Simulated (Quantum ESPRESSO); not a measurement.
# Ta4NiO11 (P1) in Quantum ESPRESSO: equation of state, part 2 of 2

Quantum ESPRESSO 7.5. Earlier steps stand in the parts before.

## Step 3: Single point, PBE, collinear spin, ferromagnetic start, 13.38 Å³/atom

pw.in reads:

```
&CONTROL
  calculation = 'scf'
  prefix = 'pwscf'
  outdir = './tmp'
  pseudo_dir = './pseudo'
  tprnfor = .true.
  tstress = .true.
  disk_io = 'nowf'
/
&SYSTEM
  ibrav = 0
  nat = 16
  ntyp = 3
  ecutwfc = 55
  ecutrho = 440
  nbnd = 89
  occupations = 'smearing'
  smearing = 'fd'
  degauss = 0.00367493
  nspin = 2
  starting_magnetization(1) = 0
  starting_magnetization(2) = 0.0556
  starting_magnetization(3) = 0
/
&ELECTRONS
  conv_thr = 3.2d-09
  electron_maxstep = 120
  mixing_beta = 0.3
/
ATOMIC_SPECIES
Ta   180.9479 Ta_pbe_v1.uspp.F.UPF
Ni    58.6934 ni_pbe_v1.4.uspp.F.UPF
O     15.9990 O.pbe-n-kjpaw_psl.0.1.UPF
CELL_PARAMETERS angstrom
   5.2213162310   -0.0003156751   -0.0248396880
  -0.0413337144    5.2635772412    0.0230837450
  -0.4697640759   -0.0789089215    7.7893729992
ATOMIC_POSITIONS crystal
Ta     0.5226100000    0.4636400000    0.5184300000
Ta     0.5553200000    0.5316300000    0.9808300000
Ta     0.0233800000    0.9883200000    0.5096100000
Ta     0.0491600000    0.0248400000    0.0168900000
Ni     0.0653800000    0.5799800000    0.2689800000
O      0.9671100000    0.9383400000    0.2389200000
O      0.2100500000    0.2832400000    0.4299000000
O      0.2728700000    0.7199500000    0.0614500000
O      0.3388800000    0.2382000000    0.0368200000
O      0.3066500000    0.7534100000    0.4587400000
O      0.5010300000    0.4485800000    0.7499100000
O      0.7056400000    0.1633200000    0.4873200000
O      0.7330200000    0.8335800000    0.9406000000
O      0.8528400000    0.3649700000    0.0789600000
O      0.8188900000    0.6556100000    0.4758400000
O      0.0771800000    0.0123900000    0.7468000000
K_POINTS automatic
4 4 3 0 0 0
```

Potentials or basis: SSSP 1.3 efficiency PBE.

Started as:

```sh
> OMP_NUM_THREADS=1 mpirun -n 4 pw.x -nk 2 -in pw.in > pw.out
```

Wall time 9 min (4 MPI ranks of Arm Neoverse V1, shared host); peak memory 2.6 GiB.

It converged, with:

- Free energy: -18645.3038 eV
- Pressure: 9.4 GPa
- Largest force: 0.693 eV/Å
- Band gap on the k mesh: 1.14 eV, indirect (least direct gap 1.22 eV)
- Net moment: 2.00 μB per cell
- Absolute moment: 2.10 μB per cell
- Site moments: Ta +0.00; Ni +1.50; O +0.09, +0.04, +0.06, +0.00, +0.07, +0.05 μB
- Valence electrons inside the program's atomic spheres: Ta 7.19, 7.16, 7.15; Ni 15.37; O 5.13, 5.12, 5.11, 5.18, 5.14, 5.08, 5.07

Caveat: negative density in the last step hints at a falsely converged state; spin-orbit coupling is left out, which moves the levels of the heavy elements; an odd mesh through Γ misses points on the zone boundary, where band edges often lie; a cell with one magnetic atom can't hold antiferromagnetic order, which such compounds often take.

## Step 4: Single point, PBE, collinear spin, ferromagnetic start, 13.66 Å³/atom

Changes to pw.in since step 3:

```diff
@@ -34,5 +34,5 @@
 CELL_PARAMETERS angstrom
-   5.2213162310   -0.0003156751   -0.0248396880
-  -0.0413337144    5.2635772412    0.0230837450
-  -0.4697640759   -0.0789089215    7.7893729992
+   5.2573264464   -0.0003178523   -0.0250110016
+  -0.0416187835    5.2998789210    0.0232429483
+  -0.4730039305   -0.0794531382    7.8430945106
 ATOMIC_POSITIONS crystal
```

Started as:

```sh
> OMP_NUM_THREADS=1 mpirun -n 4 pw.x -nk 2 -in pw.in > pw.out
```

It took 9.3 min on 4 MPI ranks of Arm Neoverse V1, shared host; peak memory 2.7 GiB.

Results (log left out):

- Free energy: -18645.5030 eV
- Pressure: 4.6 GPa
- Largest force: 0.383 eV/Å
- Band gap on the k mesh: 1.13 eV, indirect (least direct gap 1.21 eV)
- Net moment: 2.00 μB per cell
- Absolute moment: 2.10 μB per cell
- Site moments: Ta +0.00; Ni +1.51; O +0.09, +0.04, +0.06, +0.00, +0.07, +0.05 μB
- Valence electrons inside the program's atomic spheres: Ta 7.25, 7.24, 7.22, 7.21; Ni 15.39; O 5.15, 5.14, 5.13, 5.20, 5.16, 5.10, 5.09

Caveat: negative density in the last step hints at a falsely converged state; spin-orbit coupling is left out, which moves the levels of the heavy elements; an odd mesh through Γ misses points on the zone boundary, where band edges often lie; a cell with one magnetic atom can't hold antiferromagnetic order, which such compounds often take.

## Step 5: Single point, PBE, collinear spin, ferromagnetic start, 13.93 Å³/atom

Changes to pw.in since step 4:

```diff
@@ -34,5 +34,5 @@
 CELL_PARAMETERS angstrom
-   5.2573264464   -0.0003178523   -0.0250110016
-  -0.0416187835    5.2998789210    0.0232429483
-  -0.4730039305   -0.0794531382    7.8430945106
+   5.2928500000   -0.0003200000   -0.0251800000
+  -0.0419000000    5.3356900000    0.0234000000
+  -0.4762000000   -0.0799900000    7.8960900000
 ATOMIC_POSITIONS crystal
```

Started as:

```sh
> OMP_NUM_THREADS=1 mpirun -n 4 pw.x -nk 2 -in pw.in > pw.out
```

Run time: 9.6 min. Hardware: 4 MPI ranks of Arm Neoverse V1, shared host; peak memory 2.7 GiB.

Results (log left out):

```
Free energy                                           : -18645.5742 eV
Pressure                                              : 0.2 GPa
Largest force                                         : 0.127 eV/Å
Band gap on the k mesh                                : 1.11 eV, indirect (least direct gap 1.19 eV)
Net moment                                            : 2.00 μB per cell
Absolute moment                                       : 2.10 μB per cell
Site moments                                          : Ta +0.00; Ni +1.51; O +0.09, +0.04, +0.06, +0.00, +0.07, +0.05 μB
Valence electrons inside the program's atomic spheres : Ta 7.30, 7.29, 7.27, 7.26; Ni 15.42; O 5.17, 5.16, 5.15, 5.22, 5.18, 5.12, 5.11
```

Caveat: negative density in the last step hints at a falsely converged state; spin-orbit coupling is left out, which moves the levels of the heavy elements; an odd mesh through Γ misses points on the zone boundary, where band edges often lie; a cell with one magnetic atom can't hold antiferromagnetic order, which such compounds often take.

## Step 6: Single point, PBE, collinear spin, ferromagnetic start, 14.21 Å³/atom

Changes to pw.in since step 5:

```diff
@@ -34,5 +34,5 @@
 CELL_PARAMETERS angstrom
-   5.2928500000   -0.0003200000   -0.0251800000
-  -0.0419000000    5.3356900000    0.0234000000
-  -0.4762000000   -0.0799900000    7.8960900000
+   5.3279030083   -0.0003221193   -0.0253467598
+  -0.0421774915    5.3710267252    0.0235549714
+  -0.4793537343   -0.0805197505    7.9483835107
 ATOMIC_POSITIONS crystal
```

Potentials or basis: SSSP 1.3 efficiency PBE.

Started as:

```sh
> OMP_NUM_THREADS=1 mpirun -n 4 pw.x -nk 2 -in pw.in > pw.out
```

Wall time 9.5 min (4 MPI ranks of Arm Neoverse V1, shared host); peak memory 2.7 GiB.

The run converged. Its results:

```
Free energy                                           : -18645.5306 eV
Pressure                                              : -3.7 GPa
Largest force                                         : 0.231 eV/Å
Band gap on the k mesh                                : 1.10 eV, indirect (least direct gap 1.17 eV)
Net moment                                            : 2.00 μB per cell
Absolute moment                                       : 2.10 μB per cell
Site moments                                          : Ta +0.00; Ni +1.52; O +0.09, +0.04, +0.06, +0.00, +0.07, +0.05 μB
Valence electrons inside the program's atomic spheres : Ta 7.35, 7.34, 7.32, 7.31; Ni 15.44; O 5.19, 5.18, 5.17, 5.24, 5.20, 5.14, 5.13
```

Caveat: negative density in the last step hints at a falsely converged state; spin-orbit coupling is left out, which moves the levels of the heavy elements; an odd mesh through Γ misses points on the zone boundary, where band edges often lie; a cell with one magnetic atom can't hold antiferromagnetic order, which such compounds often take.

## Step 7: Single point, PBE, collinear spin, ferromagnetic start, 14.49 Å³/atom

Changes to pw.in since step 6:

```diff
@@ -34,5 +34,5 @@
 CELL_PARAMETERS angstrom
-   5.3279030083   -0.0003221193   -0.0253467598
-  -0.0421774915    5.3710267252    0.0235549714
-  -0.4793537343   -0.0805197505    7.9483835107
+   5.3625007505   -0.0003242110   -0.0255113538
+  -0.0424513790    5.4059044994    0.0237079300
+  -0.4824665081   -0.0810426207    7.9999978369
 ATOMIC_POSITIONS crystal
```

Started as:

```sh
> OMP_NUM_THREADS=1 mpirun -n 4 pw.x -nk 2 -in pw.in > pw.out
```

Run time: 10 min. Hardware: 4 MPI ranks of Arm Neoverse V1, shared host; peak memory 2.8 GiB.

The run converged. Its results:

```
Free energy                                           : -18645.3840 eV
Pressure                                              : -7.2 GPa
Largest force                                         : 0.477 eV/Å
Band gap on the k mesh                                : 1.08 eV, indirect (least direct gap 1.16 eV)
Net moment                                            : 2.00 μB per cell
Absolute moment                                       : 2.11 μB per cell
Site moments                                          : Ta +0.00; Ni +1.52; O +0.09, +0.04, +0.06, +0.00, +0.07, +0.05 μB
Valence electrons inside the program's atomic spheres : Ta 7.40, 7.39, 7.37, 7.36; Ni 15.47; O 5.21, 5.20, 5.19, 5.26, 5.22, 5.16, 5.15
```

Caveat: negative density in the last step hints at a falsely converged state; spin-orbit coupling is left out, which moves the levels of the heavy elements; an odd mesh through Γ misses points on the zone boundary, where band edges often lie; a cell with one magnetic atom can't hold antiferromagnetic order, which such compounds often take.

## Step 8: Single point, PBE, collinear spin, ferromagnetic start, 14.77 Å³/atom

Changes to pw.in since step 7:

```diff
@@ -34,5 +34,5 @@
 CELL_PARAMETERS angstrom
-   5.3625007505   -0.0003242110   -0.0255113538
-  -0.0424513790    5.4059044994    0.0237079300
-  -0.4824665081   -0.0810426207    7.9999978369
+   5.3966577272   -0.0003262761   -0.0256738509
+  -0.0427217773    5.4403379405    0.0238589400
+  -0.4855396260   -0.0815588297    8.0509546110
 ATOMIC_POSITIONS crystal
```

Started as:

```sh
> OMP_NUM_THREADS=1 mpirun -n 4 pw.x -nk 2 -in pw.in > pw.out
```

Wall time 11 min (4 MPI ranks of Arm Neoverse V1, shared host); peak memory 2.8 GiB.

It converged, with:

| Property | Result |
| --- | --- |
| Free energy | -18645.1444 eV |
| Pressure | -10.3 GPa |
| Largest force | 0.705 eV/Å |
| Band gap on the k mesh | 1.07 eV, indirect (least direct gap 1.14 eV) |
| Net moment | 2.00 μB per cell |
| Absolute moment | 2.11 μB per cell |
| Site moments | Ta +0.00, -0.00; Ni +1.52; O +0.09, +0.04, +0.06, +0.00, +0.07, +0.05 μB |
| Valence electrons inside the program's atomic spheres | Ta 7.44, 7.41, 7.40; Ni 15.49; O 5.22, 5.21, 5.20, 5.27, 5.24, 5.18, 5.17 |

Caveat: negative density in the last step hints at a falsely converged state; spin-orbit coupling is left out, which moves the levels of the heavy elements; an odd mesh through Γ misses points on the zone boundary, where band edges often lie; a cell with one magnetic atom can't hold antiferromagnetic order, which such compounds often take.

## Step 9: Equation of state, PBE, collinear spin, ferromagnetic start

Potentials or basis: SSSP 1.3 efficiency PBE.

No new run: the results of the series are fitted here.

Results:

- Equilibrium volume: 13.96 Å³/atom
- Bulk modulus at fixed shape and positions: 204 GPa
- Pressure derivative of the bulk modulus: 4.4

Energy against volume, from the lowest point:
| volume (Å³/atom) | energy (meV/atom) |
| --- | --- |
| 13.098 | 38.23 |
| 13.376 | 16.90 |
| 13.655 | 4.45 |
| 13.934 | 0.00 |
| 14.212 | 2.72 |
| 14.491 | 11.89 |
| 14.770 | 26.86 |

Caveat: the cell was scaled at fixed shape and fractional positions, which overstates the stiffness of a crystal with free parameters, most of all of layers and chains.
